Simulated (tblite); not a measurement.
# C3H14Si3: the cost of one run

Programs: tblite 0.8.0 and PySCF 2.14.0, with density-fitted response routines of our own. Each step states its level of theory. These are calculated values for one molecule in the gas phase, unless marked as measured. Atoms count from 0, in the outputs and in this text.

## Step 1: The starting structure

20 atoms, charge 0, multiplicity 1; geometry from: force field or distance geometry start.

Bonds of the start (Å): Si0–C1 1.85, C1–C2 1.54, C2–Si3 1.84, Si3–C4 1.85, C4–Si5 1.88, Si0–H6 1.47, Si0–H7 1.50, Si0–H8 1.45, C1–H9 1.10, C1–H10 1.13, C2–H11 1.09, C2–H12 1.12, Si3–H13 1.48, Si3–H14 1.48, C4–H15 1.10, C4–H16 1.10, Si5–H17 1.49, Si5–H18 1.50, Si5–H19 1.46.

## Step 2: Geometry optimisation with GFN2-xTB

What the job is given:

```
{"job": {"kind": "relax", "xc": "GFN2-xTB", "basis": "xTB"}, "charge": 0, "multiplicity": 1}
Si    -3.505500     0.450000    -0.379400
C     -1.945000    -0.475300    -0.014200
C     -0.813000     0.564400    -0.030800
Si     0.736000    -0.357300     0.329900
C      1.838100    -0.211800    -1.155100
Si     3.588100    -0.143700    -0.483000
H     -4.632700    -0.100500     0.394000
H     -3.296200     1.847600     0.119600
H     -3.715500     0.445200    -1.813700
H     -1.694400    -1.226100    -0.780700
H     -1.988500    -0.940600     1.015800
H     -0.850500     1.011900    -1.027600
H     -0.967400     1.283200     0.816400
H      1.407300     0.263300     1.499100
H      0.505800    -1.780900     0.648400
H      1.710100    -1.054500    -1.852700
H      1.545200     0.704900    -1.690600
H      4.037900    -1.505300    -0.073100
H      3.530000     0.785100     0.692000
H      4.505000     0.450900    -1.446500
```

Launch:

```
$ OMP_NUM_THREADS=1 python probes_run.py task.json out
```

This one command runs all jobs of the session in turn.

**Question.** How long does this first job take on 1 thread of Arm Neoverse V1, shared host, and how much memory does it need?

About 1.6 s, with a peak of 0.18 GiB.
